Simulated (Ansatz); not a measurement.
# FH6PSi2: the cost of one run

All numbers are computed with Ansatz 0.2.0, driven from Python. Level of theory: r2SCAN0/def2-SVP.

## (1) The system

Bond lengths: F1–Si2 1.545 Å, Si2–Si3 2.289 Å, Si2–P4 2.249 Å, Si2–H5 1.483 Å, Si3–H6 1.520 Å, Si3–H7 1.490 Å, Si3–H8 1.442 Å, P4–H9 1.443 Å, P4–H10 1.361 Å. Angles (14 of 15 angles, heavy atoms first): F1–Si2–Si3 109.2°, F1–Si2–P4 109.4°, Si3–Si2–P4 111.1°, F1–Si2–H5 110.1°, Si3–Si2–H5 111.5°, P4–Si2–H5 105.4°, Si2–Si3–H6 109.4°, Si2–Si3–H7 112.8°, Si2–Si3–H8 112.7°, Si2–P4–H9 93.2°, Si2–P4–H10 97.4°, H6–Si3–H7 104.8°, H6–Si3–H8 105.9°, H7–Si3–H8 110.7°.

fh6psi2.xyz, read by the script:

```xyz
10

F    -1.91890    1.22670   -0.28930
Si   -0.39840    0.96100   -0.21870
Si    0.01670   -0.62040    1.38280
P     0.33760    0.28590   -2.23350
H     0.32640    2.22370    0.06230
H     1.51020   -0.89290    1.44700
H    -0.34710   -0.16350    2.75350
H    -0.60460   -1.88800    1.08650
H    -0.37390   -0.96790   -2.16270
H     1.53520   -0.21570   -1.82490
```

## (2) The script

Contents of bde.py:

```python
"""Cost of removing each kind of hydrogen from FH6PSi2, fragments frozen."""

import logging
import sys

import ansatz as az

logging.basicConfig(stream=sys.stdout, format="%(name)s: %(message)s")
log = logging.getLogger("run")
log.setLevel(logging.INFO)

params = {
    "basis_set": "def2-SVP",
    "functional": "r2scan0",
}


def energy(molecule, charge=0, unpaired=0):
    calc = (
        molecule.calculation()
        .basis(gaussian=params["basis_set"])
        .functional(params["functional"])  # level of theory
    )
    if charge:
        calc = calc.charge(charge)
    if unpaired:
        calc = calc.spin("collinear", total=unpaired)
    report = calc.run(threads=1, backend="cpu").report
    if report["published_state_doubts"]:
        print("  doubts:", report["published_state_doubts"])
    return report["free_energy_ev"]

def without(molecule, index):
    rest = az.Crystal.molecule()
    for i, site in enumerate(molecule.cartesian_sites):
        if i != index:
            rest = rest.atom(site.symbol, site.position_ang)
    return rest

fh6psi2 = az.Crystal.molecule_from_extxyz("fh6psi2.xyz")

whole = energy(fh6psi2, 0)
hydrogen = energy(az.Crystal.molecule().atom("H", (0, 0, 0)), 0, 1)
log.info(f"E(molecule) = {whole:.5f} eV, E(H) = {hydrogen:.5f} eV")
for index in [4, 7, 9]:
    radical = energy(without(fh6psi2, index), 0, 1)
    log.info(f"H{index}: homolysis {96.485332 * (radical + hydrogen - whole):.1f} kJ/mol")
```

## (3) The calls as engine input

The package turns the script's settings into the engine's input (first run):

```yaml
crystal:
  periodic: [false, false, false]
  atoms:
    - { symbol: F, position_ang: [-1.9189, 1.2267, -0.2893] }
    - { symbol: Si, position_ang: [-0.3984, 0.961, -0.2187] }
    - { symbol: Si, position_ang: [0.0167, -0.6204, 1.3828] }
    - { symbol: P, position_ang: [0.3376, 0.2859, -2.2335] }
    - { symbol: H, position_ang: [0.3264, 2.2237, 0.0623] }
    - { symbol: H, position_ang: [1.5102, -0.8929, 1.447] }
    - { symbol: H, position_ang: [-0.3471, -0.1635, 2.7535] }
    - { symbol: H, position_ang: [-0.6046, -1.888, 1.0865] }
    - { symbol: H, position_ang: [-0.3739, -0.9679, -2.1627] }
    - { symbol: H, position_ang: [1.5352, -0.2157, -1.8249] }
basis:
  gaussian:
    orbitals: def2-SVP
hamiltonian:
  xc: r2scan0
```

## (4) Running it

Started as:

```sh
python bde.py
```

What time and memory should one allow on 1 thread of Intel Xeon 6975P-C (Granite Rapids), shared host?

About 21 s, with a peak of 0.37 GiB.
